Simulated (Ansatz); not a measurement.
Consider cell relaxations under several functionals of SnSe2, space group P-3m1 (Ansatz 0.2.0 through its Python package).

`lattice.py`
```python
"""How the lattice of SnSe2 depends on the functional."""

import ansatz
import numpy as np

def edges_and_angles(cell):
    cell = np.asarray(cell)
    a, b, c = np.linalg.norm(cell, axis=1)
    cosines = cell[1] @ cell[2] / (b * c), cell[0] @ cell[2] / (a * c), cell[0] @ cell[1] / (a * b)
    return (a, b, c, *np.degrees(np.arccos(cosines)))


def main() -> None:
    crystal = (
        ansatz.Lattice.from_parameters(3.811, 3.811, 6.136, alpha=90, beta=90, gamma=120)
        .space_group(164)
        .atom("Sn", (0.0, 0.0, 0.0))
        .atom("Se", (1 / 3, 2 / 3, 0.249))
    )

    job = (
        crystal.calculation()
        .kpoints(6, 6, 4)
        .occupations(ansatz.OccupationsMethod.FIXED)
        .basis(450)
        .relax(cell=True, force_tolerance=0.01)  # relax until the tolerances are met
    )

    levels = [("pbe", "d3bj"), ("pbe", "none"), ("r2scan", "rvv10")]
    print("level            a       b       c    alpha   beta  gamma  V/atom  steps")
    for name, dispersion in levels:
        seen = []
        run = job.functional(name, dispersion=dispersion).session().plan()
        done = run.execute(on_event=lambda e: seen.append(e) if e["event"] == "relax_step" else None)
        cell = done.lattice.cell_ang
        label = name if dispersion == "none" else f"{name}+{dispersion}"
        print("{:13s} {:7.4f} {:7.4f} {:7.4f} {:6.2f} {:6.2f} {:6.2f}".format(label, *edges_and_angles(cell)), f"{abs(np.linalg.det(cell)) / len(done.lattice.sites):7.3f} {len(seen):5d}")


if __name__ == "__main__":
    main()
```

Rank the levels of theory by the volume of the relaxed cell.

From smallest to largest: PBE+D3BJ (25.61 Å³ an atom, -0.4 % against the start), r2SCAN+RVV10 (26.33 Å³ an atom, +2.3 % against the start) and PBE (30.00 Å³ an atom, +16.6 % against the start). The spread is 17.1 % in volume.

The run itself:

`python lattice.py` gives:
```text
level            a       b       c    alpha   beta  gamma  V/atom  steps
pbe+d3bj       3.8419  3.8419  6.0107  90.00  90.00 120.00  25.611     6
pbe            3.8761  3.8761  6.9164  90.00  90.00 120.00  29.997     9
DeckWarning: basis.ecutwfc = 450 eV is below the records' recommended 500 eV, and the density's cutoff is lower with it unless basis.ecutrho_ratio is high enough to keep the records' density cutoff: compare with a run at a higher cutoff
r2scan+rvv10   3.8290  3.8290  6.2206  90.00  90.00 120.00  26.328     6
```
(Warnings from the package without file and line.)

What to keep in mind:
- The cutoff lies under the one recommended for these potentials in some of the runs.
- The structure is a deposited one; some such entries were measured under pressure or heat, so a shift against it needn't be the functional's error alone.
- Run time: 82 s on 1 thread of Intel(R) Xeon(R) Processor @ 2.30GHz, on a shared host, peak memory 0.82 GiB.

(A comment or docstring line of the script was reworded after the run, the code is as it ran.)
